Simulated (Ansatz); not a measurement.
This was printed by a script on Ansatz 0.2.0 through its Python package, for a convergence test of the plane-wave cutoff of SnSe2, space group P-3m1. What did the script look like? Level of theory (first run): PBEsol, PAW, cutoff 250 eV, 6×6×4 k-points, fixed occupations. The script varies cutoff (eV): 250, 325, 400, 475, 550.

```
CELL_PARAMETERS angstrom
3.81100 0.00000 0.00000
-1.90550 3.30042 0.00000
0.00000 0.00000 6.13600
ATOMIC_POSITIONS crystal
Sn 0.00000 0.00000 0.00000
Se 0.33333 0.66667 0.24900
Se 0.66667 0.33333 0.75100
```

```console
$ python run_ecut.py
DeckWarning: basis.ecutwfc = 250 eV is below the records' recommended 420 eV, and the density's cutoff is lower with it unless basis.ecutrho_ratio is high enough to keep the records' density cutoff: compare with a run at a higher cutoff
DeckWarning: basis.ecutwfc = 325 eV is below the records' recommended 420 eV, and the density's cutoff is lower with it unless basis.ecutrho_ratio is high enough to keep the records' density cutoff: compare with a run at a higher cutoff
DeckWarning: basis.ecutwfc = 400 eV is below the records' recommended 420 eV, and the density's cutoff is lower with it unless basis.ecutrho_ratio is high enough to keep the records' density cutoff: compare with a run at a higher cutoff
 cutoff (eV)  F/atom (eV)  iterations  P (GPa)  plane waves
         250  -5599.28406           7  2.43532          687
         325  -5599.71610           6  2.60308         1039
         400  -5599.72381           6  2.55013         1389
         475  -5599.72518           6  2.53363         1797
         550  -5599.72543           6  2.53077         2297
250: +441.37 meV/atom
325: +9.33 meV/atom
400: +1.62 meV/atom  (within 5 meV)
475: +0.25 meV/atom  (within 5 meV)
```
(Warnings from the package without file and line.)

The script that was run (others could print the same):

Script `run_ecut.py`:
```python
"""Convergence of SnSe2 with the plane-wave cutoff."""

from dataclasses import dataclass

import ansatz as az
import pandas as pd


@dataclass(frozen=True)
class Settings:
    xc: str = "pbesol"
    filling: str = "fixed"
    kgrid: tuple[int, ...] = (6, 6, 4)


cfg = Settings()

snse2 = (
    az.Lattice.from_parameters(3.811, 3.811, 6.136, alpha=90.0, beta=90.0, gamma=120.0)
    .atom("Sn", (0.0, 0.0, 0.0))
    .atom("Se", (1 / 3, 2 / 3, 0.249))
    .atom("Se", (2 / 3, 1 / 3, 0.751))
)

model = snse2.calculation().functional(cfg.xc).occupations(cfg.filling).kpoints(*cfg.kgrid).stress()

rows = []
for value in [250, 325, 400, 475, 550]:
    rep = model.basis(value).run(threads=1).report
    rows.append((value, rep["free_energy_ev"] / len(rep["lattice"]["sites"]), rep["n_iterations"], sum(rep["stress_gpa"][i][i] for i in range(3)) / 3, rep["n_pw"]))

table = pd.DataFrame(rows, columns=["cutoff (eV)", "F/atom (eV)", "iterations", "P (GPa)", "plane waves"])
print(table.round(5).to_string(index=False))

# the last row is the reference
for row in rows[:-1]:
    shift = 1000 * (row[1] - rows[-1][1])
    print(f"{row[0]}: {shift:+.2f} meV/atom" + ("  (within 5 meV)" if abs(shift) < 5 else ""))
```

From 400 eV on it stays within 5 meV an atom of the value at 550 eV; the first row (250 eV) is off by 441.4 meV and the last but one by 0.25 meV. The energy falls steadily, as expected when plane waves are added. The pressure moves from 2.44 to 2.53 GPa (the program's stress holds a Pulay correction, so it settles early).

Pressure is positive in compression. The structure is a deposited one; some such entries were measured under pressure or heat, so a shift against it needn't be the functional's error alone. Shifts are counted from the last row, which is itself no proven limit. Hardware and time: 9.7 s on 1 thread of Arm Neoverse V2 (shared host), peak memory 0.49 GiB.
